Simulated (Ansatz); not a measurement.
# CH4Cl2GeO, SMILES C[O][GeH]([Cl])[Cl]: a ladder of methods at one geometry

Program: Ansatz 0.2.0 through its Python package.

Typed at the interpreter:
```pycon
>>> from pathlib import Path
>>> import ansatz as az
>>> import numpy as np
>>> geometry_ang = [
...     ("C", (0.6243, -1.288, 0.2319)),
...     ("O", (1.0114, 0.0507, -0.0909)),
...     ("Ge", (-0.4635, 1.1284, -0.148)),
...     ("Cl", (-1.4437, 0.8216, -1.9845)),
...     ("Cl", (0.2134, 3.1845, -0.0475)),
...     ("H", (1.4556, -1.9023, 0.2385)),
...     ("H", (0.1324, -1.2752, 1.2319)),
...     ("H", (-0.0849, -1.6113, -0.5616)),
...     ("H", (-1.3565, 0.8452, 1.1131)),
... ]
>>> system = az.Crystal.molecule()
>>> for symbol, xyz in geometry_ang:
...     system = system.atom(symbol, xyz)
...
>>> calc = system.calculation().basis(gaussian="def2-SVP")
>>> print("functional    E (Ha)        dipole (D)   HOMO (eV)  LUMO (eV)")
functional    E (Ha)        dipole (D)   HOMO (eV)  LUMO (eV)
>>> for name in ["hse06", "blyp", "pbe", "r2scan", "lda"]:
...     report = calc.functional(name).forces().orbitals().run(threads=1, backend="cpu", runs_dir="runs").report
...     lines = Path(report["orbitals_path"]).read_text().splitlines()
...     field_of = lambda key: [line.split("=")[1].strip() for line in lines if line.startswith(key)]
...     orbitals = [(27.211386 * float(e), s, float(n)) for e, s, n in zip(field_of("Ene="), field_of("Spin="), field_of("Occup="))]
...     homo = max(e for e, _, n in orbitals if n > 0.5)
...     lumo = min(e for e, _, n in orbitals if n < 0.5)
...     dipole = 4.803205 * np.linalg.norm(report["charge_distribution"]["dipole_moment_e_ang"])
...     print(f"{name:10s} {report['free_energy_ev'] / 27.211386246:14.6f} {dipole:9.3f} {homo:11.3f} {lumo:10.3f}")
...
hse06        -3111.873097     2.666      -7.834     -1.168
blyp         -3112.584111     2.362      -6.364     -1.666
pbe          -3111.754541     2.450      -6.530     -1.784
r2scan       -3112.462506     2.673      -6.971     -1.611
lda          -3105.525273     2.487      -6.624     -1.996
```

Reading the output:
- Total energies depend on the basis set; only differences at equal settings carry meaning.
- The geometry is a force-field or estimated start, not a minimum of this method, and the basis set is short of its limit. A lower total doesn't mark the better method: functionals have no common bound, and MP2 and coupled cluster aren't variational.
- Levels such as HOMO and LUMO are orbital energies: with these approximate functionals they aren't the ionisation energy and electron affinity, and their gap isn't the fundamental gap.
- hse06 follows the composition of plane-wave codes, whose totals differ by tens of mHa, up to about 0.1 Ha, from the form usual in Gaussian-basis programs (wpbeh).
- Run time: 45 s on 1 thread of Intel(R) Xeon(R) Platinum 8259CL CPU @ 2.50GHz (Skylake/Cascade Lake), on a shared host, peak memory 0.37 GiB.

(Lines on the test bed's own set-up are left out of the output.)
